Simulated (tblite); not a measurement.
# CH5F3O7Ti2: the cost of one run

Programs: tblite 0.8.0 and PySCF 2.14.0. All values are calculated, for the isolated system unless a continuum is named. Atoms count from 0, parts from 1.

## (1) Starting point

18 atoms, charge 0, multiplicity 1; geometry: distance geometry start.

## (2) Relaxing the cluster with GFN2-xTB

What the job is given:

```
{"job": {"kind": "relax", "xc": "GFN2-xTB", "basis": "xTB"}, "charge": 0, "multiplicity": 1}
O      0.255008    -2.763350    -0.870541
Ti    -0.873670    -1.473564    -1.777340
O     -2.699835    -1.595467    -1.076690
O     -0.927877    -1.854725    -3.666828
O     -0.187685     0.313020    -1.474521
Ti     0.304625     1.047396     0.237867
O      1.992642     2.050589     0.066547
O     -1.084859     2.247179     0.872487
O      0.546156    -0.398444     1.505848
C     -0.480481    -1.002071     2.262708
F     -0.356840    -0.693020     3.507027
F     -0.442007    -2.287823     2.091970
F     -1.628604    -0.556805     1.845235
H     -0.038199    -3.455007    -0.255053
H     -2.935781    -1.501877    -0.139372
H     -0.198766    -1.567832    -4.310773
H      2.707757     1.808450    -0.504342
H     -2.046137     2.038146     0.926011
```

With the program's defaults for keys left out, this is: GFN2-xTB geometry optimisation, gas phase.

The run is started by

```
OMP_NUM_THREADS=1 python cluster_run.py task.json out
```

The driver reads the jobs from task.json and runs them one after another.

**Question.** How long does this first job take on 1 thread of Intel Xeon at 2.50GHz, shared host?

About 21 s.
